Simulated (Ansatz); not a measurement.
# Au2S: the cost of one run

Program: Ansatz 0.2.0. Level of theory: DFT PBEsol, scalar-relativistic, plane waves, PAW. These are calculated values, not measurements.

## (1) The starting structure

It takes space group Fm-3m (No. 225, cubic). Conventional cell: a = 6.670 Å, b = 6.670 Å, c = 6.670 Å, α = 90.00°, β = 90.00°, γ = 90.00°. S (site symmetry m-3m) is surrounded by 8 Au at 2.89 Å. Au (site symmetry -43m) is surrounded by 4 S at 2.89 Å.

Coordinates:

```
CELL_PARAMETERS angstrom
0.00000 3.33478 3.33478
3.33478 0.00000 3.33478
3.33478 3.33478 0.00000
ATOMIC_POSITIONS crystal
S 0.00000 0.00000 0.00000
Au 0.25000 0.25000 0.25000
Au 0.75000 0.75000 0.75000
```

The cell was made up by rule, so the compound may not exist in this form.

This is a trial structure, the antifluorite prototype, and another one may lie lower.

## (2) Coarse point 1 of the search for the rest volume

input.yaml

```yaml
crystal:
  lattice:
    - [0.0, 3.3347751548, 3.3347751548]
    - [3.3347751548, 0.0, 3.3347751548]
    - [3.3347751548, 3.3347751548, 0.0]
  atoms:
    - { symbol: S, position: [0.0, 0.0, 0.0] }
    - { symbol: Au, position: [0.25, 0.25, 0.25] }
    - { symbol: Au, position: [0.75, 0.75, 0.75] }
basis:
  ecutwfc: 420
kpoints:
  mp_grid: { grid: [4, 4, 4] }
hamiltonian:
  xc: pbesol
scf:
  occupations: { method: gaussian, width: 0.05 }
output:
  forces: true
  stress: true
  eigenvalues: true
```

Command:

```sh
> ansatz run input.yaml --threads 1 --pin off --max-ram 1228MiB --backend cpu --events-out ev --progress --plain --runs-dir out
```

**Question.** How long does this run take on 1 thread of an Arm CPU, shared host, and how much memory does it need?

About 2.6 s, with a peak of 0.36 GiB.
